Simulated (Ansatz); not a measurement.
# NH2Br (triplet): from Hartree-Fock to the top rungs at distance Br1–H2 along a hydrogen transfer = 1.804 Å, cc-pVTZ

One table from this session's results is given with a row withheld; the runs are named, their logs left out.

Method: cc-pVTZ, core rule «outside noble gas», up to 15 orbitals frozen; program: Ansatz 0.2.0, Gaussian basis.

The runs, in order: UHF; CCSD(T) on ROHF; CCSD(T) on UHF; BCCD(T) on ROHF; CCSDT(Q) on ROHF; CCSDT(Q) on UHF; CASSCF and NEVPT2, 4 electrons in 4 orbitals; CASSCF and NEVPT2, 14 electrons in 10 orbitals.

### What is computed

The geometry derives from fragments relaxed apart (PBE0/def2-TZVP) and kept rigid, so it is no stationary point. A hydrogen atom is moved between rigid fragments. No spin-orbit coupling is included. The filled d shell of Br may be among the frozen orbitals whatever the setting's name suggests; the logs give the count.

4 atoms, charge 0, spin multiplicity 3.

Atoms are counted from 1 here; the program's logs count them from 0.

Bond lengths: Br1–H2 1.804 Å, H2–N3 1.040 Å, N3–H4 1.040 Å. Angles: Br1–H2–N3 180.0°, H2–N3–H4 105.0°.

The first run:

in.yaml reads:

```yaml
crystal:
  periodic: [false, false, false]
  atoms:
    - {symbol: Br, position_ang: [-1.940270, 0.251057, 0.000000]}
    - {symbol: H, position_ang: [-0.136270, 0.251057, 0.000000]}
    - {symbol: N, position_ang: [0.903730, 0.251057, 0.000000]}
    - {symbol: H, position_ang: [1.172811, -0.753170, 0.000000]}
basis:
  gaussian: {orbitals: cc-pVTZ}
magnetization: {spin_polarized: true, initial_magnetization: 2}
hamiltonian: {xc: hf}
output: {orbitals: {seedname: orbitals}}
```

Launch:

```sh
$ ansatz run in.yaml --threads 1 --pin off --events-out ev --progress --plain --max-ram 4096MiB --backend cpu
```

Steps of the session up to this table: UHF; CCSD(T) on ROHF; CCSD(T) on UHF; BCCD(T) on ROHF; CCSDT(Q) on ROHF; CCSDT(Q) on UHF; CASSCF and NEVPT2, 4 electrons in 4 orbitals; CASSCF and NEVPT2, 14 electrons in 10 orbitals.

One of the session's tables, all rows but one given; the rest of the session is left out.

It belongs to the step «Misses and costs». 

| method | from UCCSDT(Q) (meV) |
| --- | --- |
| ROHF | +10747.0 |
| UHF | +10399.3 |
| RMP2 | +1334.9 |
| UMP2 | +1374.9 |
| RCCSD | ? |
| UCCSD | +391.2 |
| RCCSD(T) | +48.8 |
| UCCSD(T) | +47.5 |
| BCCD(T) | +48.4 |
| RCCSDT | +18.6 |
| UCCSDT | +15.0 |
| RCCSDT(Q) | +4.1 |
| UCCSDT(Q) | 0 |
| CASSCF pair | +10129.3 |
| NEVPT2 pair | +1393.1 |
| CASSCF valence | +9229.0 |
| NEVPT2 valence | +1907.2 |

Q: Estimate the row for RCCSD from the others.

As computed: from UCCSDT(Q) (meV): +401.8. In the column «from UCCSDT(Q) (meV)» it lies between UCCSD (+391.2) and RMP2 (+1334.9).

Limits of these values: Restricted and unrestricted rows rest on different reference determinants; where their highest levels disagree by more than a few hundredths of an eV, they describe different states and don't form one ladder.
